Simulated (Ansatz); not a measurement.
# C2H5BBrCl: one species, many methods

The task here is to estimate one member of a computed series from the others.

Method: functionals in def2-TZVPP, the program's frozen cores in correlated methods; program: Ansatz 0.2.0, Gaussian basis.

Levels to be run: PBE-D4, r2SCAN-D4, PBE0-D4, B3LYP-D4, ωB97X-V, ωB97M-V, B2PLYP; CCSD(T)/def2-TZVPP; MP2/def2-QZVPP; extrapolation to the limit.

## The geometry

An earlier PBE0-D4 in a triple-zeta def2 set relaxation fixed the geometry.

SMILES `BCC(Cl)Br`, 10 atoms, charge 0, spin multiplicity 1.

Atoms are counted from 1 here; the program's logs count them from 0.

Bond lengths: B1–C2 1.558 Å, B1–H6 1.196 Å, B1–H7 1.195 Å, C2–C3 1.505 Å, C2–H8 1.103 Å, C2–H9 1.094 Å, C3–Cl4 1.773 Å, C3–Br5 1.951 Å, C3–H10 1.086 Å. Angles: C2–B1–H6 121.4°, C2–B1–H7 119.1°, H6–B1–H7 119.4°, B1–C2–C3 115.3°, B1–C2–H8 104.5°, B1–C2–H9 112.2°, C3–C2–H8 109.0°, C3–C2–H9 110.5°, H8–C2–H9 104.5°, C2–C3–Cl4 110.4°, C2–C3–Br5 111.9°, C2–C3–H10 112.7°, Cl4–C3–Br5 110.2°, Cl4–C3–H10 106.5°, Br5–C3–H10 104.8°.

Set-up of the first run:

Contents of in.yaml:

```yaml
crystal:
  periodic: [false, false, false]
  atoms:
    - {symbol: B, position_ang: [-1.446037, 0.302242, -0.344542]}
    - {symbol: C, position_ang: [-0.070470, -0.427957, -0.390597]}
    - {symbol: C, position_ang: [1.003640, 0.166841, 0.478907]}
    - {symbol: Cl, position_ang: [0.570128, 0.012934, 2.191188]}
    - {symbol: Br, position_ang: [2.744381, -0.649784, 0.147685]}
    - {symbol: H, position_ang: [-1.553614, 1.400033, 0.117399]}
    - {symbol: H, position_ang: [-2.398429, -0.220542, -0.842717]}
    - {symbol: H, position_ang: [0.244090, -0.359774, -1.445998]}
    - {symbol: H, position_ang: [-0.165169, -1.501655, -0.201085]}
    - {symbol: H, position_ang: [1.154582, 1.226563, 0.292762]}
basis:
  gaussian: {orbitals: def2-TZVPP}
hamiltonian: {xc: pbe, dispersion: d4}
output: {forces: true, orbitals: {seedname: orbitals}}
```

The run is started by

```bash
$ ansatz run in.yaml --threads 4 --pin off --events-out ev --progress --plain --max-ram 10444MiB
```

Steps of the session up to this table: PBE-D4 (GGA); r2SCAN-D4 (meta-GGA); PBE0-D4 (hybrid); B3LYP-D4 (hybrid); ωB97X-V (range-separated); ωB97M-V (range-separated); B2PLYP (double hybrid); CCSD(T) in def2-TZVPP; MP2 in def2-QZVPP.

One table of the session follows, with a row left open; its other results are not shown here.

```
            method  atomisation energy (kJ/mol)
            PBE-D4                       3549.2
         r2SCAN-D4                       3491.2
           PBE0-D4                       3500.9
          B3LYP-D4                       3458.6
           ωB97X-V                       3470.7
           ωB97M-V                       3475.9
            B2PLYP                            ?
     HF/def2-TZVPP                       2576.5
    MP2/def2-TZVPP                       3448.0
   CCSD/def2-TZVPP                       3319.1
CCSD(T)/def2-TZVPP                       3374.3
           MP2/CBS                       3534.8
       CCSD(T)/CBS                       3461.1
```

**Question.** Estimate the row for B2PLYP.

The run gave: atomisation energy (kJ/mol): 3423.2. In the column «atomisation energy (kJ/mol)» it lies between CCSD(T)/def2-TZVPP (3374.3) and MP2/def2-TZVPP (3448.0).

To keep in mind: Free atoms (1 B, 2 C, 1 Cl, 1 Br, 5 H) were run apart at each level; the atomisation energy is their sum less the molecule, without zero-point or spin-orbit terms.
